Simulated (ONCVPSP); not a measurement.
# Pseudopotential generation for lutetium: ONCV, Wu-Cohen

Task: generate the file, and judge it by its errors in other configurations, its logarithmic derivatives, its ghosts and its cutoff.

The numbers are computed with ONCVPSP 4.0.1 (Wu-Cohen, scalar-relativistic, spin-unpolarised reference atom).

### 1 Starting point

Typed settings, in words:

```
element                 : lutetium (Lu, Z = 71)
type                    : optimised norm-conserving Vanderbilt (ONCV)
frozen core             : [Kr]
valence charge          : 35
reference configuration : 4d10 4f14 5s2 5p6 5d1 6s2
partial waves           : 5s+6s: rc 1.85 bohr, ncon 4, nbas 8, qcut 8.6 1/bohr, 2 projectors; 5p: rc 1.40 bohr, ncon 4, nbas 7, qcut 5.3 1/bohr, 2 projectors, debl 2.5 Ha; 4d+5d: rc 1.05 bohr, ncon 4, nbas 9, qcut 18.2 1/bohr, 2 projectors; 4f: rc 1.10 bohr, ncon 3, nbas 8, qcut 14.4 1/bohr, 2 projectors, debl 2 Ha
local potential         : polynomial inside 0.75 bohr (lpopt 1, dvloc0 -1 Ha)
core correction         : Teter function fitted to the true core (icmod 2), fcfact 0.35
```

The nodes and maxima of the atom's own shells, from an earlier all-electron run, set the scale for the radii.

All-electron outer shells of the reference configuration (Wu-Cohen, scalar-relativistic, ld1.x):

```json
{"shell": "4p", "level (eV)": "-358.00", "outermost node (bohr)": "0.25", "outermost maximum (bohr)": "0.47"}
{"shell": "4d", "level (eV)": "-191.82", "outermost node (bohr)": "0.23", "outermost maximum (bohr)": "0.48"}
{"shell": "5s", "level (eV)": "-61.05", "outermost node (bohr)": "0.57", "outermost maximum (bohr)": "1.04"}
{"shell": "5p", "level (eV)": "-31.66", "outermost node (bohr)": "0.61", "outermost maximum (bohr)": "1.19"}
{"shell": "4f", "level (eV)": "-9.62", "outermost node (bohr)": "–", "outermost maximum (bohr)": "0.47"}
{"shell": "6s", "level (eV)": "-4.68", "outermost node (bohr)": "1.41", "outermost maximum (bohr)": "3.04"}
{"shell": "5d", "level (eV)": "-1.77", "outermost node (bohr)": "0.68", "outermost maximum (bohr)": "1.84"}
{"shell": "6p", "level (eV)": "-1.30", "outermost node (bohr)": "1.73", "outermost maximum (bohr)": "4.21"}
```

### 2 Generating the potential

Lu.dat reads:

```
# ATOM AND REFERENCE CONFIGURATION
# atsym  z   nc   nv     iexc    psfile
  Lu 71.00    8    6  -118130      upf
#
#   n    l    f
    1    0    2.00
    2    0    2.00
    2    1    6.00
    3    0    2.00
    3    1    6.00
    3    2   10.00
    4    0    2.00
    4    1    6.00
    4    2   10.00
    4    3   14.00
    5    0    2.00
    5    1    6.00
    5    2    1.00
    6    0    2.00
#
# PSEUDOPOTENTIAL AND OPTIMIZATION
# lmax
    3
#
#   l,   rc,      ep,       ncon, nbas, qcut
    0    1.85    0.00    4    8    8.60
    1    1.40    0.00    4    7    5.30
    2    1.05    0.00    4    9   18.20
    3    1.10    0.00    3    8   14.40
#
# LOCAL POTENTIAL
# lloc, lpopt,  rc(5),   dvloc0
    4    1    0.75   -1.00
#
# VANDERBILT-KLEINMAN-BYLANDER PROJECTORs
# l, nproj, debl
    0    2    0.40
    1    2    2.50
    2    2    2.30
    3    2    2.00
#
# MODEL CORE CHARGE
# icmod, fcfact, rcfact
    2    0.35    0.90
#
# LOG DERIVATIVE ANALYSIS
# epsh1, epsh2, depsh
   -9.00    5.00    0.04
#
# OUTPUT GRID
# rlmax, drl
    6.00    0.01
#
# TEST CONFIGURATIONS
# ncnf
    4
# nvcnf
#   n    l    f
    6
    4    2   10.00
    4    3   14.00
    5    0    2.00
    5    1    6.00
    5    2    1.00
    6    0    1.00
#
    6
    4    2   10.00
    4    3   14.00
    5    0    2.00
    5    1    6.00
    5    2    1.00
    6    0    0.00
#
    6
    4    2   10.00
    4    3   14.00
    5    0    2.00
    5    1    6.00
    5    2    0.00
    6    0    0.00
#
    7
    4    2   10.00
    4    3   14.00
    5    0    2.00
    5    1    6.00
    5    2    1.00
    6    0    0.00
    6    1    2.00
#
```

Started as:

```sh
oncvpsp.x < Lu.dat > Lu.out
```

Before running it: what results should come out? Wanted: cutoffs for 1 and 0.1 mHa per electron, occupied waves; bound ghosts; GHOST(+) flags; largest test error; largest phase difference near zero energy, channels read; rms error of d²Exc/dn², without and with the model core.

The runs gave:

| quantity | value |
| --- | --- |
| cutoffs for 1 and 0.1 mHa per electron, occupied waves | 115 Ha and 129 Ha |
| bound ghosts | s at -279.00 eV |
| GHOST(+) flags | p at 131 eV |
| largest test error (AE − PS) | -5.9 meV, for 4d10 4f14 5s2 5p6 5d1 6s0 (1 test unsolved) |
| largest phase difference near zero energy, channels read | 0.000 rad |
| rms error of d²Exc/dn², without and with the model core | 3.10 and 0.91 mHa |

**Reading.** It has a bound ghost (s), a state that the atom doesn't have, and that rules the file out. The worst unpolarised test, 4d10 4f14 5s2 5p6 5d1 6s0, is off by 5.9 meV on 20.6 eV; by total energies transferability rates as good where solved. Atomic tests can pass in spite of a ghost, since they solve only for the levels asked. Of the tests 1 gave no usable energy difference, which is a warning in itself. By its cutoff, 115 Ha for the looser tolerance, it is very hard. At the looser tolerance the 4d wave is the slowest; 5d needs 99 Ha. Near zero energy the phases of the channels with partial waves agree within 0.001 rad. The program also flags highly localised states, GHOST(+) (p).
